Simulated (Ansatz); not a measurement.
# AlBrH2S: molecular dynamics

All numbers below are computed with Ansatz 0.2.0 (UHF/def2-SVP).

### Step 1. Starting point

Bond lengths: Al1–Br2 2.812 Å, Al1–S3 2.119 Å, Al1–H5 1.527 Å. Angles: Br2–Al1–S3 96.0°, Br2–Al1–H5 109.6°, S3–Al1–H5 154.3°.

Structure file:

```xyz
5

Al   -0.7689   -0.0199   -0.2905
Br    1.2630    1.3855    1.0534
S     0.3752   -1.7637   -0.6626
H     1.1662   -0.4329    0.2381
H    -2.0356    0.8311   -0.3385
```

### Step 2. Run 1

150 steps of 0.5 fs at constant energy, with velocities drawn for 300 K.

input.yaml

```yaml
crystal:
  periodic: [false, false, false]
  atoms:
    - { symbol: Al, position_ang: [-0.7689, -0.0199, -0.2905] }
    - { symbol: Br, position_ang: [1.263, 1.3855, 1.0534] }
    - { symbol: S, position_ang: [0.3752, -1.7637, -0.6626] }
    - { symbol: H, position_ang: [1.1662, -0.4329, 0.2381] }
    - { symbol: H, position_ang: [-2.0356, 0.8311, -0.3385] }
magnetization:
  spin_polarized: true
basis:
  gaussian: { orbitals: def2-SVP }
hamiltonian:
  xc: hf
md:
  timestep: 0.5
  n_steps: 150
  ensemble: nve
  temperature: 300.0
  initial_velocities: maxwell_boltzmann
  seed: 13280
```

Run with:

```sh
$ ansatz run input.yaml --threads 1 --pin off --max-ram 2048MiB --backend cpu --events-out ev --progress --plain --runs-dir out
```

What time and memory should one allow on 1 thread of Arm Neoverse V2, shared host?

About 4.2 min, with a peak of 0.22 GiB.
